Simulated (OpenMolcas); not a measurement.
# Ni²⁺ with 6 ligands (ammonia): CASSCF and CASPT2 levels and susceptibility

Aim: the ligand-field states of Ni²⁺ in this surrounding, its lowest levels with spin-orbit coupling and its magnetic susceptibility.

Method: state-averaged CASSCF and CASPT2, spin-orbit coupling by RASSI with atomic mean-field integrals. Code: OpenMolcas 26.06.

## (1) Starting point

```
Species                           : Ni²⁺ (nickel, Z = 28, 26 electrons)
Basis                             : ANO-RCC-VTZP [6s5p3d2f1g], 233 functions with the ligands
Scalar Hamiltonian                : DKH2, point nucleus
Inactive shells                   : 1s 2s 2p 3s 3p of the metal, and all ligand shells
Active space                      : 8 electrons in 5 orbitals (3d)
Some configurations of this space : 3d⁸
Orbitals                          : optimised for each spin and parity, averaged over all roots
```

Outer shells as boxes (Hund's rule):

3d8
```
3d [↑↓][↑↓][↑↓][↑ ][↑ ]
```

Ni²⁺ is taken with 6 ligands (ammonia) in octahedron coordination (S6) at 2.01 Å. Ligand basis ANO-RCC-VDZP. The distances are assumed, not relaxed.

```xyz
25

Ni    0.0000    0.0000    0.0000
N     2.0100    0.0000    0.0000
H     2.3921    0.9457    0.0000
H     2.3921   -0.4729    0.8190
H     2.3921   -0.4729   -0.8190
N     0.0000    2.0100    0.0000
H     0.0000    2.3921    0.9457
H     0.8190    2.3921   -0.4729
H    -0.8190    2.3921   -0.4729
N    -2.0100    0.0000    0.0000
H    -2.3921   -0.9457    0.0000
H    -2.3921    0.4729   -0.8190
H    -2.3921    0.4729    0.8190
N     0.0000   -2.0100    0.0000
H     0.0000   -2.3921   -0.9457
H    -0.8190   -2.3921    0.4729
H     0.8190   -2.3921    0.4729
N     0.0000    0.0000    2.0100
H     0.9457    0.0000    2.3921
H    -0.4729    0.8190    2.3921
H    -0.4729   -0.8190    2.3921
N     0.0000    0.0000   -2.0100
H    -0.9457    0.0000   -2.3921
H     0.4729   -0.8190   -2.3921
H     0.4729    0.8190   -2.3921
```

Each step is its own input file, run in one work folder so that later steps find the files of earlier ones. Labels, J, g values, rates, χT and fits are worked out afterwards by a script from the matrices that RASSI stores.

## (2) GATEWAY and SEWARD: basis and integrals

a.inp reads:

```
&GATEWAY
Coord
25

Ni 0.0 0.0 0.0
N 2.010000 0.000000 0.000000
H 2.392099 0.945728 0.000000
H 2.392099 -0.472864 0.819024
H 2.392099 -0.472864 -0.819024
N 0.000000 2.010000 0.000000
H 0.000000 2.392099 0.945728
H 0.819024 2.392099 -0.472864
H -0.819024 2.392099 -0.472864
N -2.010000 0.000000 0.000000
H -2.392099 -0.945728 0.000000
H -2.392099 0.472864 -0.819024
H -2.392099 0.472864 0.819024
N 0.000000 -2.010000 0.000000
H 0.000000 -2.392099 -0.945728
H -0.819024 -2.392099 0.472864
H 0.819024 -2.392099 0.472864
N 0.000000 0.000000 2.010000
H 0.945728 0.000000 2.392099
H -0.472864 0.819024 2.392099
H -0.472864 -0.819024 2.392099
N 0.000000 0.000000 -2.010000
H -0.945728 0.000000 -2.392099
H 0.472864 -0.819024 -2.392099
H 0.472864 0.819024 -2.392099
Basis=Ni.ANO-RCC-VTZP,H.ANO-RCC-VDZP,N.ANO-RCC-VDZP
Group=XYZ
NoMove
AngMom=0.0 0.0 0.0
AMFI
RICD
&SEWARD
```

Run with:

```
$ OMP_NUM_THREADS=1 MOLCAS_MEM=2457 MOLCAS_PROJECT=a pymolcas a.inp > a.log
```

## (3) CASSCF: triplets of even parity, 10 roots

a.inp reads:

```
&RASSCF
FileOrb=start.orb
Symmetry=1
Spin=3
nActEl=8 0 0
Inactive=18 21
Ras2=5 0
CIRoot=10 10 1
SDav=10
CIMx=300
Iter=150 100
PrWF=0.3
OrbListing=Nothing
MaxOrb=0
LevShft=1.0
>>> COPY $Project.JobIph JOB001
```

start.orb holds start orbitals that the driver prepared beforehand, or those of the step before.

## (4) Reference wave functions, singlets of even parity, 15 roots

a.inp reads:

```
&RASSCF
FileOrb=start.orb
Symmetry=1
Spin=1
nActEl=8 0 0
Inactive=18 21
Ras2=5 0
CIRoot=15 15 1
SDav=15
CIMx=300
Iter=150 100
PrWF=0.3
OrbListing=Nothing
MaxOrb=0
LevShft=1.0
>>> COPY $Project.JobIph JOB002
```

## (5) State interaction with spin-orbit coupling

a.inp reads:

```
&RASSI
NrOfJobIphs=2 10 15
1 2 3 4 5 6 7 8 9 10
1 2 3 4 5 6 7 8 9 10 11 12 13 14 15
IphNames
JOB001
JOB002
EJob
SpinOrbit
DIPRint=1.0
SOCoupling=1000.0
Subsets=2
Property=9
'ANGMOM' 1 'ANGMOM' 2 'ANGMOM' 3 'MLTPL  1' 1 'MLTPL  1' 2 'MLTPL  1' 3
'AMFI' 1 'AMFI' 2 'AMFI' 3
SOProperty=3
'ANGMOM' 1 'ANGMOM' 2 'ANGMOM' 3
```

## (6) CASPT2: IPEA 0.25, imaginary shift 0.1 (closed shells correlated: 3s 3p of the metal, with ligand shells; the Frozen line counts the rest)

a.inp reads:

```
>>> COPY JOB001 $Project.JobIph
&CASPT2
Multistate=10 1 2 3 4 5 6 7 8 9 10
NoMult
Frozen=5 6
IPEA=0.25
Imaginary=0.1
MaxIter=60
WThr=0.0 0.3 0.05
PrWF=0.5
NoMix
>>> COPY JOB002 $Project.JobIph
&CASPT2
Multistate=15 1 2 3 4 5 6 7 8 9 10 11 12 13 14 15
NoMult
Frozen=5 6
IPEA=0.25
Imaginary=0.1
MaxIter=60
WThr=0.0 0.3 0.05
PrWF=0.5
NoMix
```

(Steps that only read results are left out.)

What does the calculation give? Wanted: spin-free ground state; first state of the same spin within the active space; lowest level; next level.

**Answer**, as computed:

| quantity | value |
| --- | --- |
| method | SS-CASPT2, IPEA 0.25, imaginary shift 0.1 (closed shells correlated: 3s 3p of the metal, with ligand shells; the Frozen line counts the rest) |
| spin-free ground state | triplet, 1-fold in its orbital part |
| first state of the same spin within the active space | triplet at 15300 cm⁻¹ |
| lowest level | 2-fold, g = 0.00, 0.00, 4.30 |
| next level | 0.4 cm⁻¹ |
| χT at 300 K | 1.19 cm³ K/mol |
| effective moment at 300 K | 3.08 μB |

Cost by method:

```tsv
method	time of its own steps	time with the reference
A. CASSCF	50 s	50 s
B. SS-CASPT2, IPEA 0.25, imaginary shift 0.1, +3s 3p	4.9 min	5.7 min
```

Times are of one thread on a shared host.

The spin-free ground state (triplet) comes to 100 % from free-ion F terms and keeps the highest spin of the shell. χT at 300 K is 1.19, against 1.00 cm³ K/mol for the spin alone, so orbital moment adds to it. CASPT2 does not keep the components of a term degenerate, and the means are used. With one d shell, CASPT2 may overshoot the field of a late 3d ion.
